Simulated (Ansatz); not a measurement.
Debugging a convergence test of the plane-wave cutoff of Cu, space group Fm-3m (Ansatz 0.2.0 through its Python package).

`run_ecut.py`
```python
'''Convergence of Cu with the plane-wave cutoff.'''

import csv

import ansatz

xtal = (
    ansatz.Lattice.of((0.0, 1.8075, 1.8075), (1.8075, 0.0, 1.8075), (1.8075, 1.8075, 0.0))
    .atom('Cu', (0.0, 0.0, 0.0))
)

job = xtal.calculation()
job = job.kpoints(spacing=0.2)
job = job.functional('PBE')
job = job.occupations('cold')
job = job.mixing('anderson', beta=1.9, ndim=2)
job = job.scf(max_iterations=100)

rows = []
for value in [250, 300, 350, 400]:
    data = job.basis(value).run(threads=1, pin='off').report
    rows.append((value, data['free_energy_ev'] / len(data['lattice']['sites']), data['n_iterations'], data['n_pw']))

with open('ecut.csv', 'w', newline='') as handle:
    writer = csv.writer(handle)
    writer.writerow(['cutoff (eV)', 'F/atom (eV)', 'iterations', 'plane waves'])
    writer.writerows([round(v, 5) if isinstance(v, float) else v for v in row] for row in rows)

# differences from the last row
for row in rows[:-1]:
    shift = 1000 * (row[1] - rows[-1][1])
    print(f'{row[0]}: {shift:+.2f} meV/atom' + ('  (within 1 meV)' if abs(shift) < 1 else ''))
```

Output of `python run_ecut.py`:
```text
Traceback (most recent call last):
  File "run_ecut.py", line 21, in <module>
    data = job.basis(value).run(threads=1, pin='off').report
           ~~~~~~~~~~~~~~~~~~~~^^^^^^^^^^^^^^^^^^^^^^
  ...
ansatz.RefusalError: invalid value for `scf.mixing.beta`: must be finite and in (0, 1]; got 1.9
```
(Library frames cut from the traceback.)

Find the fault and give the corrected script.

The fault: the mixing step is too large. The correction:

```diff
--- before
+++ after
@@ -15,3 +15,2 @@
 job = job.occupations('cold')
-job = job.mixing('anderson', beta=1.9, ndim=2)
 job = job.scf(max_iterations=100)
```

The mended script runs so:

```console
$ python run_ecut.py
DeckWarning: basis.ecutwfc = 250 eV is below the records' recommended 420 eV, and the density's cutoff is lower with it unless basis.ecutrho_ratio is high enough to keep the records' density cutoff: compare with a run at a higher cutoff
DeckWarning: basis.ecutwfc = 300 eV is below the records' recommended 420 eV, and the density's cutoff is lower with it unless basis.ecutrho_ratio is high enough to keep the records' density cutoff: compare with a run at a higher cutoff
DeckWarning: basis.ecutwfc = 350 eV is below the records' recommended 420 eV, and the density's cutoff is lower with it unless basis.ecutrho_ratio is high enough to keep the records' density cutoff: compare with a run at a higher cutoff
DeckWarning: basis.ecutwfc = 400 eV is below the records' recommended 420 eV, and the density's cutoff is lower with it unless basis.ecutrho_ratio is high enough to keep the records' density cutoff: compare with a run at a higher cutoff
250: +2557.97 meV/atom
300: +271.41 meV/atom
350: +12.06 meV/atom
```
(Warnings from the package without file and line.)

File `ecut.csv` afterwards:
```csv
cutoff (eV),F/atom (eV),iterations,plane waves
250,-6622.61503,6,113
300,-6624.90158,6,137
350,-6625.16093,5,169
400,-6625.173,4,181
```

Shifts are counted from the last row, which is itself no proven limit. Timing: 3.9 s on 1 thread of Arm Neoverse V2 (shared host), peak memory 0.33 GiB.
